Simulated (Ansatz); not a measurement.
Predict the output of the script below (Ansatz 0.2.0 through its Python package).

`run_scan.py`:
```python
import warnings

import ansatz as az
from ase import Atoms
import numpy as np

SETTINGS = {
    'basis': 'cc-pVDZ',
    'xc': 'r2SCAN',
}

warnings.simplefilter('ignore', az.DeckWarning)

atoms = Atoms(['F', 'C', 'Si', 'S', 'H', 'H', 'H'], positions=[
    (-1.9037, 0.0724, 0.4039),
    (-0.8069, 0.0895, -0.387),
    (0.7644, 0.1985, 0.4269),
    (-0.0553, -1.4199, -0.7055),
    (-0.9645, 0.7301, -1.2559),
    (1.0014, -0.3367, 1.8047),
    (2.0258, 0.5981, -0.3328),
])
mol = az.Crystal.molecule_from_ase(atoms)

symbols = [site.symbol for site in mol.cartesian_sites]
start = np.array([site.position_ang for site in mol.cartesian_sites])
axis = (start[6] - start[2]) / np.linalg.norm(start[6] - start[2])
moving = [6]
lengths, energies = [1.343, 1.404, 1.465, 1.526, 1.587, 1.648, 1.709, 1.8], []
for length in lengths:
    xyz = start.copy()
    xyz[moving] += (length - np.linalg.norm(start[6] - start[2])) * axis
    point = az.Crystal.molecule()
    for symbol, place in zip(symbols, xyz):
        point = point.atom(symbol, place.tolist())
    calc = (
        point.calculation()
        .basis(gaussian=SETTINGS['basis'])
        .functional(SETTINGS['xc'])
    )
    report = calc.run(threads=1, backend='cpu').report
    energies.append(report['free_energy_ev'])
    print(f'r = {length:6.3f} A  E = {energies[-1]:.5f} eV  <S^2> = {abs(report["mean_field"]["state"]["spin_squared"]):.3f}')

fit = np.polynomial.Polynomial.fit(lengths, np.array(energies) - min(energies), 4).convert()
roots = [r.real for r in fit.deriv().roots() if abs(r.imag) < 1e-9 and fit.deriv(2)(r.real) > 0]
r_e = min(roots, key=lambda r: abs(r - lengths[int(np.argmin(energies))]))
print(f'minimum of the fit at {r_e:.4f} A, force constant {fit.deriv(2)(r_e):.2f} eV/A^2')
```

Output of `python run_scan.py`:
```text
r =  1.343 A  E = -22511.20396 eV  <S^2> = 0.000
r =  1.404 A  E = -22511.37081 eV  <S^2> = 0.000
r =  1.465 A  E = -22511.44203 eV  <S^2> = 0.000
r =  1.526 A  E = -22511.43908 eV  <S^2> = 0.000
r =  1.587 A  E = -22511.37923 eV  <S^2> = 0.000
r =  1.648 A  E = -22511.27633 eV  <S^2> = 0.000
r =  1.709 A  E = -22511.14155 eV  <S^2> = 0.000
r =  1.800 A  E = -22510.89995 eV  <S^2> = 0.000
minimum of the fit at 1.4921 A, force constant 17.79 eV/A^2
```

Caveats:
- Total energies depend on the basis set; only differences at equal settings carry meaning.
- The rest of the molecule is held rigid at a force-field or estimated start geometry, and the basis set is modest; single-reference methods fail as a bond breaks.
- The orbitals are restricted, so S² is zero by construction.
- Hardware and time: 22 s on 1 thread of Intel(R) Xeon(R) Platinum 8488C (Sapphire Rapids) (shared host), peak memory 0.21 GiB.
